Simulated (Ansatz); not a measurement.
## Molecular dynamics of Tl

The input (input.yaml):

```yaml
accuracy: low
crystal:
  lattice:
    - [10.715068, 0.0, 0.0]
    - [-5.357534, 9.279521, 0.0]
    - [0.0, 0.0, 11.422262]
  atoms:
    - { symbol: Tl, position: [0.0, 0.0, 0.0] }
    - { symbol: Tl, position: [0.1111111, 0.2222222, 0.25] }
    - { symbol: Tl, position: [0.0, 0.0, 0.5] }
    - { symbol: Tl, position: [0.1111111, 0.2222222, 0.75] }
    - { symbol: Tl, position: [0.0, 0.3333333, 0.0] }
    - { symbol: Tl, position: [0.1111111, 0.5555556, 0.25] }
    - { symbol: Tl, position: [0.0, 0.3333333, 0.5] }
    - { symbol: Tl, position: [0.1111111, 0.5555556, 0.75] }
    - { symbol: Tl, position: [0.0, 0.6666667, 0.0] }
    - { symbol: Tl, position: [0.1111111, 0.8888889, 0.25] }
    - { symbol: Tl, position: [0.0, 0.6666667, 0.5] }
    - { symbol: Tl, position: [0.1111111, 0.8888889, 0.75] }
    - { symbol: Tl, position: [0.3333333, 0.0, 0.0] }
    - { symbol: Tl, position: [0.4444444, 0.2222222, 0.25] }
    - { symbol: Tl, position: [0.3333333, 0.0, 0.5] }
    - { symbol: Tl, position: [0.4444444, 0.2222222, 0.75] }
    - { symbol: Tl, position: [0.3333333, 0.3333333, 0.0] }
    - { symbol: Tl, position: [0.4444444, 0.5555556, 0.25] }
    - { symbol: Tl, position: [0.3333333, 0.3333333, 0.5] }
    - { symbol: Tl, position: [0.4444444, 0.5555556, 0.75] }
    - { symbol: Tl, position: [0.3333333, 0.6666667, 0.0] }
    - { symbol: Tl, position: [0.4444444, 0.8888889, 0.25] }
    - { symbol: Tl, position: [0.3333333, 0.6666667, 0.5] }
    - { symbol: Tl, position: [0.4444444, 0.8888889, 0.75] }
    - { symbol: Tl, position: [0.6666667, 0.0, 0.0] }
    - { symbol: Tl, position: [0.7777778, 0.2222222, 0.25] }
    - { symbol: Tl, position: [0.6666667, 0.0, 0.5] }
    - { symbol: Tl, position: [0.7777778, 0.2222222, 0.75] }
    - { symbol: Tl, position: [0.6666667, 0.3333333, 0.0] }
    - { symbol: Tl, position: [0.7777778, 0.5555556, 0.25] }
    - { symbol: Tl, position: [0.6666667, 0.3333333, 0.5] }
    - { symbol: Tl, position: [0.7777778, 0.5555556, 0.75] }
    - { symbol: Tl, position: [0.6666667, 0.6666667, 0.0] }
    - { symbol: Tl, position: [0.7777778, 0.8888889, 0.25] }
    - { symbol: Tl, position: [0.6666667, 0.6666667, 0.5] }
    - { symbol: Tl, position: [0.7777778, 0.8888889, 0.75] }
basis:
  ecutwfc: 420.0
kpoints:
  mp_grid: { grid: [1, 1, 1] }
hamiltonian:
  xc: pbe
scf:
  occupations: { method: fermi_dirac, width: 0.1 }
  lower_state_search: "off"
md:
  timestep: 3
  n_steps: 250
  ensemble: nvt_langevin
  temperature: 900.0
  initial_velocities: maxwell_boltzmann
  seed: 8821
  friction: 0.02
```

Run as:

```bash
$ ansatz run input.yaml --threads 4 --pin off --max-ram 10240MiB --backend cpu --events-out ev --progress --plain --runs-dir out
```

It starts from a structure without forces on its atoms.

Output, in part (step lines):

```
md step     0: t =     0.00 fs  T =   875.0 K  F+E_penalty+E_count = -411977.36576401 eV  E_kin = 4.071690 eV  (12 SCF iters)
md step     1: t =     3.00 fs  T =   870.1 K  F+E_penalty+E_count = -411977.36759592 eV  E_kin = 4.049113 eV  (9 SCF iters)
md step     2: t =     6.00 fs  T =   808.6 K  F+E_penalty+E_count = -411977.37294726 eV  E_kin = 3.762496 eV  (9 SCF iters)
md step     3: t =     9.00 fs  T =   991.3 K  F+E_penalty+E_count = -411977.38170752 eV  E_kin = 4.612733 eV  (9 SCF iters)
md step     4: t =    12.00 fs  T =   984.0 K  F+E_penalty+E_count = -411977.39360272 eV  E_kin = 4.578868 eV  (10 SCF iters)
md step     5: t =    15.00 fs  T =  1065.0 K  F+E_penalty+E_count = -411977.40884356 eV  E_kin = 4.955897 eV  (6 SCF iters)
md step     6: t =    18.00 fs  T =  1155.0 K  F+E_penalty+E_count = -411977.42856830 eV  E_kin = 5.374657 eV  (7 SCF iters)
md step     7: t =    21.00 fs  T =  1030.3 K  F+E_penalty+E_count = -411977.45171644 eV  E_kin = 4.794539 eV  (6 SCF iters)
[... lines left out ...]
```

The steps, from the saved trajectory:

```tsv
time (fs)	T (K)	potential energy less start (eV)
0.0	875	0.000
24.0	1053	-0.111
48.0	963	-0.358
72.0	1008	-0.649
96.0	1039	-0.959
120.0	761	-1.145
144.0	898	-1.188
168.0	1017	-1.423
192.0	962	-1.703
216.0	930	-1.730
240.0	897	-1.682
264.0	952	-1.642
288.0	909	-1.749
312.0	740	-1.714
336.0	850	-1.575
360.0	738	-1.619
384.0	726	-1.734
408.0	867	-1.841
432.0	1015	-2.057
456.0	1002	-2.073
480.0	1071	-2.300
504.0	969	-2.309
528.0	924	-2.294
552.0	826	-2.274
576.0	974	-2.029
600.0	925	-1.972
624.0	986	-2.239
648.0	814	-2.428
672.0	790	-2.683
696.0	923	-2.915
720.0	859	-3.058
744.0	1005	-3.223
```

All steps were run. A run of 0.75 ps of so small a system gives no equilibrium averages. Limits of this set-up: coarse k mesh, low accuracy level.

Mean squared displacements from the first frame to the last, about the centre of mass: Tl 0.46 Å².

Last frame:

```xyz
36
Lattice="10.7151 0.0000 0.0000 -5.3575 9.2795 0.0000 0.0000 0.0000 11.4223" Properties=species:S:1:pos:R:3
Tl 0.067 -0.075 0.201
Tl 0.204 1.681 3.622
Tl 0.101 0.687 6.487
Tl -0.453 1.990 8.966
Tl -1.557 2.578 0.289
Tl -2.359 5.103 2.894
Tl -2.080 3.054 5.825
Tl -1.588 5.024 9.230
Tl -3.182 5.787 0.029
Tl -3.341 8.364 2.423
Tl -3.842 7.002 5.467
Tl -3.552 8.063 9.131
Tl 3.413 -0.134 -0.014
Tl 4.070 1.911 2.531
Tl 3.383 0.157 5.146
Tl 3.457 1.867 8.069
Tl 1.526 3.321 0.573
Tl 1.356 5.143 3.665
Tl 2.308 2.873 5.529
Tl 2.601 4.743 9.479
Tl 0.173 6.639 -0.306
Tl 0.166 7.671 2.708
Tl -0.554 5.905 6.509
Tl -0.515 8.568 8.745
Tl 7.421 0.175 0.595
Tl 7.918 2.106 3.078
Tl 6.427 -1.011 5.601
Tl 6.953 1.823 8.701
Tl 4.757 2.585 -0.428
Tl 5.274 5.094 2.964
Tl 5.660 2.833 5.735
Tl 5.797 5.290 8.349
Tl 4.663 6.135 0.057
Tl 3.776 7.584 2.955
Tl 3.934 6.103 5.866
Tl 3.803 8.223 8.496
```

Run time: 26 min on 4 threads of Arm Neoverse V1, on a shared host, peak memory 1.3 GiB.
